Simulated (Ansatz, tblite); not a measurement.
**SnHMe2(nBu) (C6H16Sn): rung by rung**

How do method and basis change the picture of SnHMe2(nBu) (C6H16Sn) (singlet)?

The runs use Ansatz 0.2.0, Gaussian basis; as each input shows.

The runs, in order: GFN1-xTB, GFN2-xTB, PBE-D4/def2-TZVP, r2SCAN-D4/def2-TZVP, BLYP-D4/def2-TZVP, r2SCAN0-D4/def2-TZVP, HF/def2-TZVP, PBE-D4/def2-SVP, PBE0-D4/def2-SVP, PBE0-D4/def2-TZVPD, PBE-D4/def2-TZVPD, BLYP-D4/def2-TZVPD, CCSD(T)/def2-SVP, MP2/def2-TZVP, RPA/def2-TZVP.

5 further runs of the same task are left out: 2 that didn't finish, 3 set aside as unsound or not needed.

### 1 The structure

The singlet was relaxed beforehand with r2SCAN-D4/def2-SVP.

23 atoms, charge 0, spin multiplicity 1.

Bond lengths: Sn1–H2 1.728 Å, Sn1–C3 2.162 Å, Sn1–C7 2.163 Å, Sn1–C11 2.173 Å, C3–H4 1.100 Å, C3–H5 1.100 Å, C3–H6 1.100 Å, C7–H8 1.100 Å, C7–H9 1.101 Å, C7–H10 1.100 Å, C11–C12 1.530 Å, C11–H15 1.106 Å, C11–H16 1.103 Å, C12–C13 1.534 Å, C12–H17 1.107 Å, C12–H18 1.106 Å, C13–C14 1.525 Å, C13–H19 1.105 Å and more. Angles: H2–Sn1–C3 109.6°, H2–Sn1–C7 109.2°, H2–Sn1–C11 109.1°, C3–Sn1–C7 109.5°, C3–Sn1–C11 110.4°, C7–Sn1–C11 109.0°, Sn1–C3–H4 110.4°, Sn1–C3–H5 110.0°, Sn1–C3–H6 110.5°, H4–C3–H5 108.6°, H4–C3–H6 108.6°, H5–C3–H6 108.7°, Sn1–C7–H8 110.6°, Sn1–C7–H9 109.9°, Sn1–C7–H10 110.4°, H8–C7–H9 108.7°, H8–C7–H10 108.5°, H9–C7–H10 108.6° and more.

Sn takes a core potential in the def2 sets. No spin-orbit coupling is included.

PBE0-D4/def2-TZVP was run before; its log isn't repeated, and its numbers join the tables.

### 2 GFN1-xTB

Tight binding, by tblite at 300 K electronic temperature and without a spin-polarisation term:

```python
tblite.interface.Calculator('GFN1-xTB', numbers, positions, charge=0, uhf=0).singlepoint()
```

Energy -647.1317 eV, HOMO -11.51 eV, LUMO -5.86 eV; 0.034 s.

### 3 GFN2-xTB

Tight binding, by tblite at 300 K electronic temperature and without a spin-polarisation term:

```python
tblite.interface.Calculator('GFN2-xTB', numbers, positions, charge=0, uhf=0).singlepoint()
```

Energy -627.0485 eV, HOMO -10.73 eV, LUMO -5.31 eV; 0.03 s.

### 4 PBE-D4/def2-TZVP

start.molden holds the orbitals of an earlier run on this state, given as this run's starting guess.

Input file in.yaml:

```yaml
crystal:
  periodic: [false, false, false]
  atoms:
    - {symbol: Sn, position_ang: [1.103612, 1.431107, 0.416219]}
    - {symbol: H, position_ang: [1.285803, 1.408484, 2.134822]}
    - {symbol: C, position_ang: [3.043813, 1.636770, -0.515315]}
    - {symbol: H, position_ang: [3.519714, 2.578937, -0.205267]}
    - {symbol: H, position_ang: [2.936950, 1.640490, -1.610495]}
    - {symbol: H, position_ang: [3.699219, 0.801176, -0.228250]}
    - {symbol: C, position_ang: [-0.147758, 3.103293, -0.146001]}
    - {symbol: H, position_ang: [-1.144691, 3.011358, 0.310011]}
    - {symbol: H, position_ang: [-0.262476, 3.134336, -1.240131]}
    - {symbol: H, position_ang: [0.303164, 4.049894, 0.187081]}
    - {symbol: C, position_ang: [0.150111, -0.413527, -0.223233]}
    - {symbol: C, position_ang: [-1.196826, -0.667409, 0.455714]}
    - {symbol: C, position_ang: [-1.942262, -1.906563, -0.056987]}
    - {symbol: C, position_ang: [-1.208471, -3.222457, 0.179430]}
    - {symbol: H, position_ang: [0.027477, -0.353042, -1.320367]}
    - {symbol: H, position_ang: [0.859304, -1.236711, -0.031551]}
    - {symbol: H, position_ang: [-1.049754, -0.765713, 1.548601]}
    - {symbol: H, position_ang: [-1.853578, 0.212131, 0.322056]}
    - {symbol: H, position_ang: [-2.932897, -1.948582, 0.430989]}
    - {symbol: H, position_ang: [-2.142458, -1.782832, -1.137964]}
    - {symbol: H, position_ang: [-1.810190, -4.082399, -0.154277]}
    - {symbol: H, position_ang: [-0.251760, -3.261657, -0.365494]}
    - {symbol: H, position_ang: [-0.986047, -3.367083, 1.250417]}
basis:
  gaussian: {orbitals: def2-TZVP, initial_orbitals: start.molden}
hamiltonian: {xc: pbe, dispersion: d4}
scf: {omitted_lower_state_checks: [starts]}
output: {orbitals: {seedname: orbitals}}
```

Command:

```
$ ansatz run in.yaml --threads 4 --pin off --events-out ev --progress --plain --max-ram 4787MiB
```

The runs that follow: r2SCAN-D4/def2-TZVP; BLYP-D4/def2-TZVP; r2SCAN0-D4/def2-TZVP; HF/def2-TZVP; PBE-D4/def2-SVP; PBE0-D4/def2-SVP; PBE0-D4/def2-TZVPD; PBE-D4/def2-TZVPD; BLYP-D4/def2-TZVPD; CCSD(T)/def2-SVP; MP2/def2-TZVP; RPA/def2-TZVP.

Before running them: what should the planned runs give, taken together? Wanted: gap in def2-TZVP, named functionals and Hartree-Fock, smallest and largest; correlation energy, CCSD(T)/def2-SVP; correlation energy, MP2/def2-TZVP; binding an atom, CCSD(T)/def2-SVP; PBE0 total energy, smallest basis above largest.

The runs gave:

```
                                                                  quantity                             value
gap in def2-TZVP, named functionals and Hartree-Fock, smallest and largest  5.89 eV (BLYP-D4), 12.88 eV (HF)
                                      correlation energy, CCSD(T)/def2-SVP                         -30.77 eV
                                         correlation energy, MP2/def2-TZVP                         -37.14 eV
                                         binding an atom, CCSD(T)/def2-SVP                          3.694 eV
                           PBE0 total energy, smallest basis above largest    7.21 eV (def2-SVP, def2-TZVPD)
```

In words: Orbital gaps of the named functionals and Hartree-Fock in def2-TZVP span 5.89 eV (BLYP-D4) to 12.88 eV (HF); exact exchange widens it. The functionals in def2-TZVP miss CCSD(T)/def2-SVP by +0.121 (BLYP-D4) to +0.199 eV (PBE-D4) an atom. The yardstick is in a double-zeta basis, so levels in larger sets aren't compared like for like. The reference is CCSD(T) in one finite basis, so it carries an error of its own, often a tenth of an eV or more, and near misses can't be ranked.
